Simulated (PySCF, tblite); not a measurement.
# C₆H₁₁B: geometry, infrared bands, NMR shifts, spin-spin couplings, electronic excitations and core binding energies

Wanted: the infrared bands, NMR shifts, spin-spin couplings, electronic excitations and core binding energies of C₆H₁₁B (`B[C@]12CC[C@H]1CC2`), by calculation.

Computed with tblite 0.8.0 and PySCF 2.14.0, with density-fitted response routines of our own, on a single molecule in the gas phase. Atoms are numbered from 0 throughout.

**1. Starting geometry**

18 atoms, charge 0, multiplicity 1; geometry from: force field or distance geometry start.

Bonds of the start (Å): B0–C1 1.60, C1–C2 1.54, C2–C3 1.52, C3–C4 1.54, C4–C5 1.53, C5–C6 1.52, C4–C1 1.53, C6–C1 1.53, B0–H7 1.19, B0–H8 1.18, C2–H9 1.11, C2–H10 1.12, C3–H11 1.10, C3–H12 1.12, C4–H13 1.10, C5–H14 1.12, C5–H15 1.11, C6–H16 1.12, C6–H17 1.10.

**2. Optimising the geometry with GFN2-xTB**

Job settings and geometry (Å):

```
{"job": {"kind": "relax", "xc": "GFN2-xTB", "basis": "xTB"}, "charge": 0, "multiplicity": 1}
B     -1.432900    -1.510300     0.434700
C     -0.495500    -0.351700    -0.159700
C      0.565400    -0.752900    -1.195600
C      1.662200    -0.256100    -0.275300
C      0.613100     0.118900     0.788200
C      0.055700     1.545900     0.704300
C     -1.051300     1.071300    -0.225900
H     -2.042500    -1.317900     1.436200
H     -1.553400    -2.537000    -0.136200
H      0.612500    -1.846400    -1.375400
H      0.486400    -0.153700    -2.135800
H      2.221500     0.601300    -0.672900
H      2.308700    -1.092600     0.093200
H      0.668800    -0.372200     1.775400
H     -0.332800     1.899900     1.690900
H      0.749500     2.270300     0.233500
H     -2.056000     1.177800     0.246100
H     -0.988100     1.511600    -1.237200
```

On the command line:

```
$ OMP_NUM_THREADS=1 python probes_run.py task.json out
```

The driver reads the jobs from task.json and runs them one after another.

**Question.** This job is followed by: GFN2-xTB harmonic vibrations, gas phase; PBE0-D3(BJ)/def2-SVP geometry optimisation, gas phase; GIAO PBE0/pcSseg-1 NMR shielding, non-relativistic, gas phase; B3LYP/pcJ-1 indirect spin-spin coupling, non-relativistic, gas phase; TDDFT wB97X-D/def2-SVPD, vertical, gas phase, core orbitals frozen in the response; GIAO WP04/pcSseg-1 NMR shielding, non-relativistic, gas phase; delta-SCF UKS SCAN, pcX-2 on the ionised atom, pcseg-1 elsewhere, spin-free X2C. What will the session give for the following? strongest single infrared mode (GFN2-xTB); zero-point energy (GFN2-xTB); point group; rotational constants (main isotopes); ¹³C shifts against TMS (PBE0/pcSseg-1, means over atoms taken as alike); ¹H shifts against TMS (PBE0/pcSseg-1, means over atoms taken as alike); ¹¹B shifts against BF3·OEt2 (PBE0/pcSseg-1); largest coupling of the table (B3LYP/pcJ-1); lowest singlet (wB97X-D/def2-SVPD); lowest triplet; vertical ionisation energy (ΔSCF); C1s binding energies, SCAN/pcX-2; range of the shift of C4.

The runs gave:

| quantity | value |
| --- | --- |
| strongest single infrared mode (GFN2-xTB) | 2659 cm⁻¹, 146 km/mol |
| zero-point energy (GFN2-xTB) | 96.8 kcal/mol |
| point group | Cs |
| rotational constants (main isotopes) | 3.71, 3.08, 2.66 GHz |
| ¹³C shifts against TMS (PBE0/pcSseg-1, means over atoms taken as alike) | 79.6, 28.8, 25.0, 20.5 ppm |
| ¹H shifts against TMS (PBE0/pcSseg-1, means over atoms taken as alike) | 4.26, 2.59, 2.29, 2.09, 2.09, 2.03 ppm |
| ¹¹B shifts against BF3·OEt2 (PBE0/pcSseg-1) | 26.3 ppm |
| largest coupling of the table (B3LYP/pcJ-1) | ¹J(C,H) C4–H13, 153.1 Hz |
| lowest singlet (wB97X-D/def2-SVPD) | 6.42 eV (193 nm), f = 0.095 |
| lowest triplet | 5.58 eV |
| vertical ionisation energy (ΔSCF) | 8.99 eV |
| C1s binding energies, SCAN/pcX-2 | C3 290.70, C4 290.69, C2 290.47, C1 290.09 eV |
| range of the shift of C4 | 20.5 to 23.7 ppm |

What this shows: Relaxing lowered the energy by 0.335 eV in 77 steps; the close pair that moved most is B0–C1, from 1.604 to 1.547 Å (GFN2-xTB). No mode is imaginary among the 48: a minimum at this level. The strongest single mode, at 2659 cm⁻¹, moves mainly H7 and H8. Unscaled tight-binding wavenumbers are off by several per cent, some by more. Its intensities can rank the bands wrongly. Over 11 steps the energy fell by 0.353 eV; of the close pairs, C1–C4 changed most, 1.578 to 1.666 Å (PBE0/def2-SVP). At PBE0/pcSseg-1: Shielding is most anisotropic at C1 (span 129 ppm, paramagnetic term -146 ppm). Of the pairs tabulated at B3LYP/pcJ-1, C4–H13 couples most strongly (153.1 Hz; Fermi contact 151.8 Hz). Couplings across rotatable bonds belong to this one conformer; where others are populated, the observed values are averages. The first singlet state (HOMO→LUMO 0.69, HOMO→LUMO+1 0.18) lies at 6.42 eV and is bright. The lowest triplet lies 0.84 eV below the lowest singlet (triplets in Tamm-Dancoff, singlets in full TDDFT). At wB97X-D/def2-SVPD, the highest states lie near or above the ionisation energy, where they hang on the basis. ΔSCF puts the ionisation energy at 8.99 eV, 0.09 eV above −ε(HOMO). In ppm, C4 moves most: its shift spreads over 3.2 ppm, from 20.5 (PBE0/pcSseg-1) to 23.7 (WP04/pcSseg-1).
